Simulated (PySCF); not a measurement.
# NCGaCl2 in PySCF: further runs

One molecule, NCGaCl2, is run at these levels: PBE, PBE50, revTPSS+D3(OP), B97-D+D3(BJM), M06-2X+D3; tasks: atomic charges.

Program: PySCF 2.14.0. These are calculated values, not measurements. Logs are shortened: lines on timing, memory, paths and dates and some standing lists are left out, and cuts for length are marked.

## 1. The structure

The cell holds a molecule in a box, 5 atoms: a = 12.000 Å, b = 13.000 Å, c = 13.000 Å, α = 90.00°, β = 90.00°, γ = 90.00°.

## 2. Atomic charges, PBE

Input file run.py:

```python
import json
import numpy as np
from pyscf.pbc import gto, scf, dft, df

cell = gto.Cell()
cell.basis = 'def2-svp'
cell.fromfile('GaCNCl2.cif')
cell.exp_to_discard = 0
cell.precision = 1e-08
cell.max_memory = 2520  # MB
cell.verbose = 4
cell.build()

res = {}
kpts = cell.make_kpts([1, 1, 1])
mf = dft.KRKS(cell, kpts, xc='pbe')
mf = mf.density_fit()
mf.with_df._cderi_to_save = 'cderi.h5'
mf.with_df.build(j_only=False)
mf.conv_tol = 1e-07
mf.max_cycle = 60

mf.kernel()
res.update(converged=bool(mf.converged), e_tot=mf.e_tot, nelec=cell.nelectron, nao=cell.nao, mesh=list(map(int, cell.mesh)), a=cell.lattice_vectors().tolist(), coords=cell.atom_coords().tolist(),
           mo_energy=[np.real(x).tolist() for x in mf.mo_energy], mo_occ=[np.real(x).tolist() for x in mf.mo_occ])
res.update(kpts=cell.get_scaled_kpts(kpts).tolist())
res['parts'] = {k: float(np.real(v)) for k, v in mf.scf_summary.items() if np.isscalar(v)}
json.dump(res, open('results.json', 'w'))
if not mf.converged:
    raise SystemExit('SCF not converged')

print('levels (eV)')
for i, kp in enumerate(res['kpts'][:40]):
    print('k %7.4f %7.4f %7.4f  ' % tuple(kp), ' '.join('%.3f' % (x * 27.211386) for x in res['mo_energy'][i][:44]))

# Mulliken populations
dm, s = np.asarray(mf.make_rdm1()), np.asarray(mf.get_ovlp())
sites = cell.aoslice_by_atom()[:, 2:]
tot = np.einsum('kij,kji->i', dm, s).real / len(kpts)
res['mulliken'] = [cell.atom_charge(i) - tot[a0:a1].sum() for i, (a0, a1) in enumerate(sites)]
print('Mulliken charges', np.round(res['mulliken'], 5))
res['meta_lowdin'] = mf.mulliken_meta()[1].tolist()

# density on a uniform mesh
grids = dft.gen_grid.UniformGrids(cell)
grids.mesh = [61, 67, 67]
grids.build()
ni = dft.numint.KNumInt()
rho = [ni.get_rho(cell, x, grids, kpts) for x in [dm]]
np.save('rho.npy', np.reshape(rho, (-1, *grids.mesh)))
res['done'] = True
json.dump(res, open('results.json', 'w'))
```

Input file GaCNCl2.cif:

```cif
data_GaCNCl2
_cell_length_a 12.00000000
_cell_length_b 13.00000000
_cell_length_c 13.00000000
_cell_angle_alpha 90.00000000
_cell_angle_beta 90.00000000
_cell_angle_gamma 90.00000000
_space_group_name_H-M_alt 'P1'
_space_group_name_Hall 'P 1'
_space_group_IT_number 1
loop_
_space_group_symop_operation_xyz
'x,y,z'
loop_
_atom_site_label
_atom_site_type_symbol
_atom_site_symmetry_multiplicity
_atom_site_Wyckoff_symbol
_atom_site_fract_x
_atom_site_fract_y
_atom_site_fract_z
_atom_site_occupancy
N1 N 1 a 0.6112958300 0.3664192300 0.6394307700 1
C1 C 1 a 0.5766208300 0.4128115400 0.5710615400 1
Ga1 Ga 1 a 0.5188791700 0.4900192300 0.4571461500 1
Cl1 Cl 1 a 0.3908708300 0.4273346200 0.3658000000 1
Cl2 Cl 1 a 0.5839708300 0.6368115400 0.4243692300 1
```

Potentials or basis: def2-svp (all-electron).

On the command line:

```sh
$ OMP_NUM_THREADS=2 python -u run.py > log
```

Output:

```text
Discarded 0 diffused primitive functions, 0 contracted functions

******** <class 'pyscf.pbc.df.df.GDF'> ********
auxbasis = def2-universal-jfit
exp_to_discard = 0
len(kpts) = 1
Drop 0 primitive fitting functions
make aux basis, num shells = 82, num cGTOs = 258
auxcell.rcut 21.33003359664767

******** <class 'pyscf.pbc.df.rsdf_builder._RSGDFBuilder'> ********
mesh = [33 35 35] (40425 PWs)
ke_cutoff = 9.452422932166318
omega = 0.37301789494618537
exclude_d_aux = True
exclude_dd_block = True
j2c_eig_always = False
has_long_range = True

******** <class 'pyscf.pbc.dft.krks.KRKS'> ********
method = KRKS
initial guess = minao
damping factor = 0
level_shift factor = 0
DIIS = <class 'pyscf.scf.diis.CDIIS'>
diis_start_cycle = 1
diis_space = 8
diis_damp = 0
SCF conv_tol = 1e-07
SCF conv_tol_grad = None
SCF max_cycles = 60
direct_scf = True
direct_scf_tol = 1e-13

******** PBC SCF flags ********
N kpts = 1
Exchange divergence treatment (exxdiv) = ewald
    madelung (= occupied orbital energy shift) = 0.11836144888436818
    Total energy shift due to Ewald probe charge = -1/2 * Nelec*madelung = -4.61609650649
DF object = <pyscf.pbc.df.df.GDF object>
XC functionals = pbe
small_rho_cutoff = 0
radial grids:
    Treutler-Ahlrichs [JCP 102, 346 (1995); DOI:10.1063/1.469408] (M4) radial grids

becke partition: Becke, JCP 88, 2547 (1988); DOI:10.1063/1.454033
pruning grids: <function nwchem_prune>
grids dens level: 3
symmetrized grids: False
atomic radii adjust function: <function treutler_atomic_radii_adjust>
Set gradient conv threshold to 0.000316228

******** <class 'pyscf.pbc.df.rsdf_builder._RSNucBuilder'> ********
mesh = [43 47 47] (94987 PWs)
ke_cutoff = 16.92809565338868
omega = 0.5174598520920043
exclude_d_aux = False
exclude_dd_block = True
j2c_eig_always = False
has_long_range = True
tot grids = 86684
cell vol = 13685.6224  sum(weights) = 13727.1284
nelec by numeric integration = 78.00000746771252
init E= -2937.77583879657
  HOMO = -0.312122659369  LUMO = -0.0834262606315  gap/eV = 6.22315
nelec by numeric integration = 78.00000736636616
cycle= 1 E= -2936.66155822447  delta_E= 1.11  |g|= 1.01  |ddm|= 3.01
  HOMO = -0.210090828707  LUMO = -0.137338715679  gap/eV = 1.97969
nelec by numeric integration = 78.00000615310826
cycle= 2 E= -2935.87157616962  delta_E= 0.79  |g|= 2.13  |ddm|= 3.01
  HOMO = -0.275859496057  LUMO = -0.0902614965198  gap/eV = 5.05038
nelec by numeric integration = 78.00000694099808
cycle= 3 E= -2936.70987215792  delta_E= -0.838  |g|= 0.716  |ddm|=  2.4
  HOMO = -0.282793654127  LUMO = -0.0940345252939  gap/eV = 5.13640
nelec by numeric integration = 78.00000711140413
cycle= 4 E= -2936.82241508384  delta_E= -0.113  |g|= 0.0981  |ddm|= 0.478
  HOMO = -0.281381497271  LUMO = -0.102974145625  gap/eV = 4.85471
nelec by numeric integration = 78.00000710766608
cycle= 5 E= -2936.82365609744  delta_E= -0.00124  |g|= 0.0597  |ddm|= 0.171
  HOMO = -0.284562281909  LUMO = -0.100177387253  gap/eV = 5.01737
nelec by numeric integration = 78.00000710327825
cycle= 6 E= -2936.82478981153  delta_E= -0.00113  |g|= 0.0102  |ddm|= 0.0855
  HOMO = -0.28350042806  LUMO = -0.099983627869  gap/eV = 4.99375
nelec by numeric integration = 78.00000710076726
cycle= 7 E= -2936.82481828258  delta_E= -2.85e-05  |g|= 0.00276  |ddm|= 0.0128
  HOMO = -0.283494543084  LUMO = -0.0998272236014  gap/eV = 4.99784
nelec by numeric integration = 78.00000710105344
cycle= 8 E= -2936.82482027606  delta_E= -1.99e-06  |g|= 0.000413  |ddm|= 0.00252
  HOMO = -0.283509175934  LUMO = -0.099851818739  gap/eV = 4.99757
nelec by numeric integration = 78.0000071008882
cycle= 9 E= -2936.82482031537  delta_E= -3.93e-08  |g|= 0.000102  |ddm|= 0.000465
  HOMO = -0.283502236884  LUMO = -0.0998411769284  gap/eV = 4.99767
nelec by numeric integration = 78.0000071009903
Extra cycle  E= -2936.82482031492  delta_E= 4.48e-10  |g|= 0.000109  |ddm|= 0.000239
converged SCF energy = -2936.82482031492
levels (eV)
k  0.0000  0.0000  0.0000   -10094.499 -2738.746 -2738.745 -1235.010 -1095.089 -1095.006 -1094.997 -380.987 -270.027 -249.859 -249.858 -190.768 -190.766 -190.592 -190.590 -190.554 -190.553 -145.228 -99.811 -99.688 -99.649 -22.294 -22.141 -22.095 -21.754 -21.742 -21.707 -20.201 -19.820 -13.150 -10.472 -9.631 -8.773 -8.464 -8.423 -8.295 -7.926 -7.833 -7.714 -2.717 -1.897 -1.034 0.751 1.651
Mulliken charges [ 0.06513 -0.20072  0.41235 -0.1384  -0.13835]
 ** Mulliken pop on meta-lowdin orthogonal AOs **
 ** Mulliken pop  **
pop of  0 N 1s            1.99988
pop of  0 N 2s            1.56074
pop of  0 N 3s            0.01802
pop of  0 N 2px           1.07790
pop of  0 N 2py           1.15289
pop of  0 N 2pz           1.29199
pop of  0 N 3px           0.00144
pop of  0 N 3py           0.00197
pop of  0 N 3pz           0.00318
pop of  0 N 3dxy          0.00139
pop of  0 N 3dyz          0.00422
pop of  0 N 3dz^2         0.00276
pop of  0 N 3dxz          0.00270
pop of  0 N 3dx2-y2       0.00098
pop of  1 C 1s            1.99983
pop of  1 C 2s            1.06712
pop of  1 C 3s            0.00995
pop of  1 C 2px           0.96819
pop of  1 C 2py           0.98903
pop of  1 C 2pz           1.04329
pop of  1 C 3px           0.00252
pop of  1 C 3py           0.00477
pop of  1 C 3pz           0.00990
pop of  1 C 3dxy          0.00063
pop of  1 C 3dyz          0.00148
pop of  1 C 3dz^2         0.00138
pop of  1 C 3dxz          0.00117
pop of  1 C 3dx2-y2       0.00066
pop of  2 Ga 1s           1.99999
pop of  2 Ga 2s           1.99991
pop of  2 Ga 3s           1.99697
pop of  2 Ga 4s           0.94071
pop of  2 Ga 5s           0.01472
pop of  2 Ga 2px          1.99999
pop of  2 Ga 2py          1.99999
pop of  2 Ga 2pz          1.99999
pop of  2 Ga 3px          1.99991
pop of  2 Ga 3py          1.99992
pop of  2 Ga 3pz          1.99992
pop of  2 Ga 4px          0.43705
pop of  2 Ga 4py          0.49925
pop of  2 Ga 4pz          0.50963
pop of  2 Ga 5px          0.01128
pop of  2 Ga 5py          0.01637
pop of  2 Ga 5pz          0.01137
pop of  2 Ga 3dxy         1.99792
pop of  2 Ga 3dyz         1.99763
pop of  2 Ga 3dz^2        1.99822
pop of  2 Ga 3dxz         1.99726
pop of  2 Ga 3dx2-y2      1.99809
pop of  2 Ga 4dxy         0.00327
pop of  2 Ga 4dyz         0.00379
pop of  2 Ga 4dz^2        0.00284
pop of  2 Ga 4dxz         0.00229
pop of  2 Ga 4dx2-y2      0.00373
pop of  2 Ga 5dxy         0.00114
pop of  2 Ga 5dyz         0.00155
pop of  2 Ga 5dz^2        0.00114
pop of  2 Ga 5dxz         0.00082
pop of  2 Ga 5dx2-y2      0.00182
pop of  3 Cl 1s           2.00000
pop of  3 Cl 2s           1.99978
pop of  3 Cl 3s           1.84051
pop of  3 Cl 4s           0.00201
pop of  3 Cl 2px          1.99990
pop of  3 Cl 2py          1.99991
pop of  3 Cl 2pz          1.99990
pop of  3 Cl 3px          1.69053
pop of  3 Cl 3py          1.84227
pop of  3 Cl 3pz          1.77897
pop of  3 Cl 4px          0.00078
pop of  3 Cl 4py          0.00059
pop of  3 Cl 4pz          0.00069
pop of  3 Cl 3dxy         0.00210
pop of  3 Cl 3dyz         0.00148
pop of  3 Cl 3dz^2        0.00124
pop of  3 Cl 3dxz         0.00338
pop of  3 Cl 3dx2-y2      0.00173
pop of  4 Cl 1s           2.00000
pop of  4 Cl 2s           1.99978
pop of  4 Cl 3s           1.84049
pop of  4 Cl 4s           0.00201
pop of  4 Cl 2px          1.99991
pop of  4 Cl 2py          1.99989
pop of  4 Cl 2pz          1.99991
pop of  4 Cl 3px          1.82785
pop of  4 Cl 3py          1.60841
pop of  4 Cl 3pz          1.87552
pop of  4 Cl 4px          0.00054
pop of  4 Cl 4py          0.00100
pop of  4 Cl 4pz          0.00052
pop of  4 Cl 3dxy         0.00301
pop of  4 Cl 3dyz         0.00195
pop of  4 Cl 3dz^2        0.00144
pop of  4 Cl 3dxz         0.00044
pop of  4 Cl 3dx2-y2      0.00310
 ** Mulliken atomic charges  **
charge of    0N =     -0.12007
charge of    1C =     -0.09993
charge of    2Ga =      0.55152
charge of    3Cl =     -0.16576
charge of    4Cl =     -0.16575
```

It took 28 s on 2 threads of Intel Xeon at 2.70GHz, shared host; peak memory 1.9 GiB.

What came out:

| Quantity | Value |
| --- | --- |
| Free energy | -79915.0745 eV |
| Gap between the frontier levels | 5.00 eV |
| Meta-löwdin charges | N -0.12; C -0.10; Ga +0.55; Cl -0.17 e |

Caveat: this is a molecule in a periodic box at the Γ point, so its band gap is the HOMO-LUMO gap; population charges move with the basis; relativity is left out, which matters for the heavier elements; the basis of atomic orbitals isn't converged, which shifts pressures, moduli and gaps. A hybrid or GW would open this gap; PBE tends to underestimate it.

## 3. Atomic charges, PBE50

run.py, as its differences from that of step 2:

```diff
@@ -15,6 +15,5 @@
 kpts = cell.make_kpts([1, 1, 1])
-mf = dft.KRKS(cell, kpts, xc='pbe')
+mf = dft.KRKS(cell, kpts, xc='HYB_GGA_XC_PBE50', exxdiv='ewald')
 mf = mf.density_fit()
-mf.with_df._cderi_to_save = 'cderi.h5'
-mf.with_df.build(j_only=False)
+mf.with_df._cderi = 'cderi.h5'  # three-centre integrals saved by an earlier run on this cell, basis and mesh
 mf.conv_tol = 1e-07
@@ -42,10 +41,2 @@
 res['meta_lowdin'] = mf.mulliken_meta()[1].tolist()
-
-# density on a uniform mesh
-grids = dft.gen_grid.UniformGrids(cell)
-grids.mesh = [61, 67, 67]
-grids.build()
-ni = dft.numint.KNumInt()
-rho = [ni.get_rho(cell, x, grids, kpts) for x in [dm]]
-np.save('rho.npy', np.reshape(rho, (-1, *grids.mesh)))
 res['done'] = True
```

GaCNCl2.cif is that of step 2.

Potentials or basis: def2-svp (all-electron).

On the command line:

```sh
$ OMP_NUM_THREADS=2 python -u run.py > log
```

Wall time 19 s (2 threads of Intel Xeon at 2.70GHz, shared host); peak memory 1.9 GiB.

Results (log left out):

```yaml
Free_energy: -79627.2478 eV
Gap_between_the_frontier_levels: 9.47 eV
Meta-löwdin_charges: N -0.14; C -0.12; Ga +0.66; Cl -0.20 e
```

Levels at points of the mesh, in eV from the valence-band top:
```csv
k point,band 35,band 36,band 37,band 38,band 39,band 40,band 41,band 42
"(0.00, 0.00, 0.00)",-0.65,-0.53,-0.21,-0.18,0.00,9.47,10.71,11.57
```

Caveat: this is a molecule in a periodic box at the Γ point, so its band gap is the HOMO-LUMO gap; population charges move with the basis; relativity is left out, which matters for the heavier elements; the basis of atomic orbitals isn't converged, which shifts pressures, moduli and gaps.

## 4. Atomic charges, revTPSS+D3(OP)

run.py, as its differences from that of step 3:

```diff
@@ -14,4 +14,9 @@
 res = {}
+from pyscf.dispersion import dftd3
+d = dftd3.DFTD3Dispersion(cell, xc='revtpss', version='d3op', atm=False).get_dispersion(grad=True)
+print('dispersion energy = %.10f' % d['energy'])
+res['e_disp'] = float(d['energy'])
+
 kpts = cell.make_kpts([1, 1, 1])
-mf = dft.KRKS(cell, kpts, xc='HYB_GGA_XC_PBE50', exxdiv='ewald')
+mf = dft.KRKS(cell, kpts, xc='MGGA_X_REVTPSS,MGGA_C_REVTPSS')
 mf = mf.density_fit()
```

GaCNCl2.cif is that of step 3.

Potentials or basis: def2-svp (all-electron).

On the command line:

```sh
$ OMP_NUM_THREADS=2 python -u run.py > log
```

Output:

```text
Discarded 0 diffused primitive functions, 0 contracted functions
dispersion energy = -0.0015630265

******** <class 'pyscf.pbc.dft.krks.KRKS'> ********
method = KRKS
initial guess = minao
damping factor = 0
level_shift factor = 0
DIIS = <class 'pyscf.scf.diis.CDIIS'>
diis_start_cycle = 1
diis_space = 8
diis_damp = 0
SCF conv_tol = 1e-07
SCF conv_tol_grad = None
SCF max_cycles = 60
direct_scf = True
direct_scf_tol = 1e-13

******** PBC SCF flags ********
N kpts = 1
Exchange divergence treatment (exxdiv) = ewald
    madelung (= occupied orbital energy shift) = 0.11836144888436818
    Total energy shift due to Ewald probe charge = -1/2 * Nelec*madelung = -4.61609650649
DF object = <pyscf.pbc.df.df.GDF object>
XC functionals = MGGA_X_REVTPSS,MGGA_C_REVTPSS
small_rho_cutoff = 0
radial grids:
    Treutler-Ahlrichs [JCP 102, 346 (1995); DOI:10.1063/1.469408] (M4) radial grids

becke partition: Becke, JCP 88, 2547 (1988); DOI:10.1063/1.454033
pruning grids: <function nwchem_prune>
grids dens level: 3
symmetrized grids: False
atomic radii adjust function: <function treutler_atomic_radii_adjust>
Set gradient conv threshold to 0.000316228

******** <class 'pyscf.pbc.df.rsdf_builder._RSNucBuilder'> ********
mesh = [43 47 47] (94987 PWs)
ke_cutoff = 16.92809565338868
omega = 0.5174598520920043
exclude_d_aux = False
exclude_dd_block = True
j2c_eig_always = False
has_long_range = True
[... 16 lines left out ...]
  HOMO = -0.288759428469  LUMO = -0.0989583241586  gap/eV = 5.16475
nelec by numeric integration = 78.00000710265066
cycle= 5 E= -2936.7810250863  delta_E= -0.00116  |g|= 0.0514  |ddm|= 0.148
  HOMO = -0.291421320786  LUMO = -0.0964095099189  gap/eV = 5.30654
nelec by numeric integration = 78.0000070973495
cycle= 6 E= -2936.7818610257  delta_E= -0.000836  |g|= 0.00835  |ddm|= 0.0735
  HOMO = -0.290521637871  LUMO = -0.0962745113757  gap/eV = 5.28573
nelec by numeric integration = 78.0000070952571
cycle= 7 E= -2936.78187990224  delta_E= -1.89e-05  |g|= 0.00225  |ddm|= 0.0101
  HOMO = -0.290537924711  LUMO = -0.0961493659711  gap/eV = 5.28958
nelec by numeric integration = 78.00000709552012
cycle= 8 E= -2936.78188123932  delta_E= -1.34e-06  |g|= 0.00026  |ddm|= 0.0022
  HOMO = -0.290549763045  LUMO = -0.0961761798512  gap/eV = 5.28917
nelec by numeric integration = 78.00000709540319
cycle= 9 E= -2936.78188125544  delta_E= -1.61e-08  |g|= 7.38e-05  |ddm|= 0.000353
  HOMO = -0.290546216114  LUMO = -0.0961686346194  gap/eV = 5.28928
nelec by numeric integration = 78.00000709548043
Extra cycle  E= -2936.78188125436  delta_E= 1.09e-09  |g|= 9.94e-05  |ddm|= 0.000174
converged SCF energy = -2936.78188125436
levels (eV)
k  0.0000  0.0000  0.0000   -10112.604 -2748.745 -2748.744 -1238.374 -1095.504 -1095.411 -1095.400 -385.008 -273.384 -252.049 -252.048 -191.182 -191.181 -191.008 -191.007 -190.971 -190.970 -146.805 -100.552 -100.431 -100.390 -22.739 -22.294 -22.236 -21.825 -21.803 -21.765 -20.586 -20.221 -13.392 -10.678 -9.777 -8.878 -8.683 -8.527 -8.435 -8.121 -8.031 -7.906 -2.617 -1.744 -0.879 0.962 1.971
Mulliken charges [ 0.01284 -0.19084  0.51591 -0.16899 -0.16892]
 ** Mulliken pop on meta-lowdin orthogonal AOs **
 ** Mulliken pop  **
pop of  0 N 1s            1.99992
pop of  0 N 2s            1.56049
pop of  0 N 3s            0.01710
pop of  0 N 2px           1.07806
pop of  0 N 2py           1.15393
pop of  0 N 2pz           1.29320
pop of  0 N 3px           0.00115
pop of  0 N 3py           0.00163
pop of  0 N 3pz           0.00272
pop of  0 N 3dxy          0.00142
pop of  0 N 3dyz          0.00418
pop of  0 N 3dz^2         0.00286
pop of  0 N 3dxz          0.00274
pop of  0 N 3dx2-y2       0.00105
pop of  1 C 1s            1.99990
pop of  1 C 2s            1.07440
pop of  1 C 3s            0.00942
[... 64 lines left out ...]
pop of  4 Cl 4s           0.00185
pop of  4 Cl 2px          1.99991
pop of  4 Cl 2py          1.99989
pop of  4 Cl 2pz          1.99991
pop of  4 Cl 3px          1.83213
pop of  4 Cl 3py          1.61437
pop of  4 Cl 3pz          1.87881
pop of  4 Cl 4px          0.00044
pop of  4 Cl 4py          0.00084
pop of  4 Cl 4pz          0.00044
pop of  4 Cl 3dxy         0.00301
pop of  4 Cl 3dyz         0.00199
pop of  4 Cl 3dz^2        0.00143
pop of  4 Cl 3dxz         0.00046
pop of  4 Cl 3dx2-y2      0.00311
 ** Mulliken atomic charges  **
charge of    0N =     -0.12043
charge of    1C =     -0.10976
charge of    2Ga =      0.58500
charge of    3Cl =     -0.17742
charge of    4Cl =     -0.17739
```

Run time: 22 s. Hardware: 2 threads of Intel Xeon at 2.70GHz, shared host; peak memory 1.9 GiB.

What came out:

```yaml
Free_energy: -79913.9486 eV
Gap_between_the_frontier_levels: 5.29 eV
Meta-löwdin_charges: N -0.12; C -0.11; Ga +0.58; Cl -0.18 e
Dispersion_energy_per_atom: -0.009 eV
```

Caveat: this is a molecule in a periodic box at the Γ point, so its band gap is the HOMO-LUMO gap; the energy listed adds the dispersion energy to the SCF energy of the log; population charges move with the basis; relativity is left out, which matters for the heavier elements; the basis of atomic orbitals isn't converged, which shifts pressures, moduli and gaps.

[end of part 1 of 2]
